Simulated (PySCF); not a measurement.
# C5H8OP2: the cost of one run

Programs: PySCF 2.14.0, with routines of our own; each step states its level. All values are computed. Atoms count from 0.

## 1. The starting structure

16 atoms, charge 0, multiplicity 1; geometry from: GFN2-xTB.

## 2. Magnetic properties: GIAO PBE0/pcSseg-1

What the job is given:

```
{"job": {"kind": "mag", "xc": "PBE0", "basis": "pcSseg-1", "isotopologues": 2}, "charge": 0, "multiplicity": 1}
O      1.891519    -1.949649    -0.948167
P      1.134373    -0.857224    -0.322508
P      2.483702     0.516646     0.731878
C     -0.098877    -1.364649     0.897058
C     -1.183982    -0.635466     1.109186
C     -1.472948     0.656586     0.406907
C     -1.009280     0.695195    -1.016984
C      0.096670     0.108289    -1.449711
H      1.633213     1.611693     0.619550
H      3.117962     0.797989    -0.475171
H      0.081946    -2.307552     1.393197
H     -1.929966    -0.955630     1.825422
H     -0.973152     1.463966     0.958183
H     -2.544186     0.864437     0.447554
H     -1.641562     1.245301    -1.702689
H      0.406969     0.119011    -2.485117
```

Level: GIAO PBE0/pcSseg-1 magnetisability, rotational g tensor and spin-rotation constants, non-relativistic, gas phase.

Launch:

```sh
$ OMP_NUM_THREADS=1 python excited_run.py task.json out
```

This one command runs all jobs of the session in turn.

**Question.** How long does this first job take on 1 thread of Arm Neoverse V1, shared host, and how much memory does it need?

About 40 s, with a peak of 0.88 GiB.
